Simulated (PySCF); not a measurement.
**CH8BGaSi (SMILES [BH2][GaH][SiH2]C) at 6 levels**

Wanted: a comparison of 6 runs (HF/STO-3G, HF/3-21G, PBE/6-31G, B3LYP/6-31G*, CCSD/3-21G, CCSD(T)/pcseg-1) of CH8BGaSi. Input form: a Python script.

The results are computed with PySCF 2.14.0.

### Step 1. Starting point

CH8BGaSi: 12 atoms, total charge 0, spin state singlet. SMILES: `[BH2][GaH][SiH2]C`. The coordinates come from a PBE0-D4/def2-TZVP relaxation. This is one conformer, not always the lowest.

Bond lengths: B1–Ga2 2.059 Å, Ga2–Si3 2.424 Å, Si3–C4 1.881 Å, B1–H5 1.199 Å, B1–H6 1.199 Å, Ga2–H7 1.581 Å, Si3–H8 1.493 Å, Si3–H9 1.496 Å, C4–H10 1.092 Å, C4–H11 1.092 Å, C4–H12 1.092 Å. Some angles: B1–Ga2–Si3 123.0°, Ga2–Si3–C4 114.2°, B1–Ga2–H7 121.1°, Si3–Ga2–H7 115.9°, Ga2–B1–H5 122.2°, Ga2–B1–H6 121.9°, Ga2–Si3–H8 110.6°, Ga2–Si3–H9 107.0°, C4–Si3–H8 109.5°, C4–Si3–H9 109.3°.

### Step 2. Energy and gradient at HF/STO-3G (run 1)

input.xyz

```xyz
12

B     -0.833900     2.959600     0.527500
Ga     0.382900     1.352100     0.107100
Si    -0.472400    -0.877800    -0.308200
C      0.818500    -2.237800    -0.163200
H     -1.314900     3.639800    -0.334700
H     -1.136500     3.249300     1.650900
H      1.952000     1.520000     0.009900
H     -1.617200    -1.179100     0.602100
H     -1.037700    -0.877500    -1.693200
H      0.387000    -3.212600    -0.401800
H      1.649800    -2.052800    -0.846800
H      1.222500    -2.283300     0.850500
```

run.py

```python
# [BH2][GaH][SiH2]C
import pyscf.grad
from pyscf import gto, scf

mol = gto.Mole()
mol.atom = 'input.xyz'
mol.verbose = 4
mol.max_memory = 1860
mol.basis = 'sto-3g'
mol.spin = 0
mol.build()

calc0 = scf.RHF(mol)
calc0.conv_tol = 1e-10
calc0.kernel()
if not calc0.converged:
    calc0 = calc0.newton().run(calc0.mo_coeff, calc0.mo_occ)

e_tot = calc0.e_tot
print('E(%s) = %.9f' % ('HF', e_tot))
grad = calc0.Gradients().kernel()
dip = calc0.dip_moment()
pop, q = calc0.mulliken_pop()
```

Command:

```console
$ OMP_NUM_THREADS=1 python run.py
```

Output:

```text
PySCF version 2.14.0

[... 104 lines left out ...]
converged SCF energy = -2252.89877504416
[... 12 lines left out ...]
Dipole moment(X, Y, Z, Debye):  0.18663, -0.27696,  0.01364
[... 58 lines left out ...]
charge of   11H =      0.04734
```

Run time: 4.2 s. Hardware: 1 thread of Intel Xeon at 2.70GHz, shared host; peak memory 0.12 GiB.

### Step 3. Energy and forces at HF/3-21G (run 2)

run.py

```python
from pyscf import gto

molecule = gto.M(
    atom='''
B     -1.575843     5.592833     0.996831
Ga     0.723576     2.555099     0.202390
Si    -0.892707    -1.658802    -0.582414
C      1.546741    -4.228829    -0.308403
H     -2.484801     6.878225    -0.632491
H     -2.147674     6.140287     3.119749
H      3.688745     2.872384     0.018708
H     -3.056065    -2.228176     1.137804
H     -1.960969    -1.658235    -3.199684
H      0.731324    -6.070934    -0.759292
H      3.117670    -3.879230    -1.600220
H      2.310190    -4.314812     1.607212
''',
    verbose=3,
    max_memory=1860,
    basis='3-21g',
    unit='bohr',
)

mf = molecule.RHF()
mf.conv_tol = 1e-10
mf.kernel()
if not mf.converged:
    mf = mf.newton().run(mf.mo_coeff, mf.mo_occ)

energy = mf.e_tot
print(f'total energy: {energy:.8f} hartree')
grad = mf.nuc_grad_method().kernel()
dip = mf.dip_moment()
pop, q = mf.mulliken_pop()
```

Command:

```console
$ OMP_NUM_THREADS=1 python run.py
```

Output:

```text
converged SCF energy = -2268.02626626551
total energy: -2268.02626627 hartree
[... 8 lines left out ...]
Dipole moment(X, Y, Z, Debye):  0.32782,  0.27462,  0.26416
[... 82 lines left out ...]
charge of   11H =      0.21389
```

Wall time 4.2 s (1 thread of Intel Xeon at 2.70GHz, shared host); peak memory 0.14 GiB.

Runs 3 to 5 aren't shown in full; the table further down has their settings and results.

### Step 4. The energy at CCSD(T)/pcseg-1 (run 6)

run.py

```python
# [BH2][GaH][SiH2]C
from pyscf import gto, cc

molecule = gto.Mole()
molecule.atom = '''
B     -0.833900     2.959600     0.527500
Ga     0.382900     1.352100     0.107100
Si    -0.472400    -0.877800    -0.308200
C      0.818500    -2.237800    -0.163200
H     -1.314900     3.639800    -0.334700
H     -1.136500     3.249300     1.650900
H      1.952000     1.520000     0.009900
H     -1.617200    -1.179100     0.602100
H     -1.037700    -0.877500    -1.693200
H      0.387000    -3.212600    -0.401800
H      1.649800    -2.052800    -0.846800
H      1.222500    -2.283300     0.850500
'''
molecule.verbose = 4
molecule.max_memory = 1860
molecule.basis = 'pcseg-1'
molecule.spin = 0
molecule.charge = 0
molecule.build()

mf = molecule.RHF()
mf.conv_tol = 1e-10
mf.kernel()
if not mf.converged:
    mf = mf.newton().run(mf.mo_coeff, mf.mo_occ)

mycc = cc.CCSD(mf, frozen=16)
mycc.kernel()
e_t = mycc.ccsd_t()
e_tot = mycc.e_tot + e_t
print('E(%s) = %.9f' % ('CCSD(T)', e_tot))
mf.analyze()
```

Command:

```console
$ OMP_NUM_THREADS=1 python run.py
```

Output:

```text
PySCF version 2.14.0

[... 81 lines left out ...]
Init t2, MP2 energy = -2279.44467442793  E_corr(MP2) -0.394156836382248
[... 33 lines left out ...]
MO #8   energy= -7.60529461798357  occ= 2
[... 14 lines left out ...]
MO #23  energy= -0.70043065482396  occ= 2
[... 14 lines left out ...]
MO #38  energy= 0.190986519884032  occ= 0
[... 14 lines left out ...]
MO #53  energy= 0.42965073997462   occ= 0
[... 14 lines left out ...]
MO #68  energy= 0.88422970933654   occ= 0
[... 14 lines left out ...]
MO #83  energy= 1.7981435920691    occ= 0
[... 14 lines left out ...]
MO #98  energy= 2.43236052721087   occ= 0
[... 14 lines left out ...]
MO #113 energy= 3.59744299308831   occ= 0
[... 128 lines left out ...]
Dipole moment(X, Y, Z, Debye):  0.15207, -0.08285,  0.21681
```

Wall time 81 s (1 thread of Intel Xeon at 2.70GHz, shared host); peak memory 0.89 GiB.

### Step 5. The series

| run | level | integration grid | task | energy (Eh) | dipole moment (D) of the reference | HOMO energy (eV) | LUMO energy (eV) | wall time |
| --- | --- | --- | --- | --- | --- | --- | --- | --- |
| 1 | HF/STO-3G | – | gradient | -2252.898775 | 0.33 | -6.43 | 4.51 | 4.2 s |
| 2 | HF/3-21G | – | gradient | -2268.026266 | 0.50 | -9.25 | 1.03 | 4.2 s |
| 3 | PBE/6-31G | 5 | gradient | -2281.098163 | 0.53 | -5.84 | -2.89 | 68 s |
| 4 | B3LYP/6-31G* (spherical functions) | 5 | gradient | -2281.848092 | 0.44 | -6.61 | -2.05 | 74 s |
| 5 | CCSD/3-21G | – | energy | -2268.314091 | 0.50 | -9.25 | 1.03 | 7.8 s |
| 6 | CCSD(T)/pcseg-1 | – | energy | -2279.522509 | 0.28 | -9.37 | 0.96 | 81 s |

### Step 6. Summary of results

| quantity | value |
| --- | --- |
| run 6: total energy | -2279.52251 Eh |
| run 6: dipole moment (Hartree–Fock density) | 0.28 D |
| run 6: HOMO energy (Hartree–Fock orbitals) | -9.37 eV |
| run 6: LUMO energy (Hartree–Fock orbitals) | 0.96 eV |
| run 6: HOMO–LUMO gap (Hartree–Fock orbitals) | 10.33 eV |
| run 6: correlation energy (16 core orbitals frozen) | -472.0 mEh |
| run 6: (T) correction | -12.82 mEh |
| run 6: T1 diagnostic | 0.011 |

Over runs 1, 2, 3, 4 the dipole moment (its size) runs from 0.33 D (HF/STO-3G) to 0.53 D (PBE/6-31G). The two ends differ in method and basis. Over runs 1, 2, 3, 4 the HOMO–LUMO gap runs from 2.95 eV (PBE/6-31G) to 10.94 eV (HF/STO-3G). Totals of different functionals can't be ranked against each other. In run 1 the basis is minimal, so the values are rough. All runs together took 4 min, the longest 81 s.
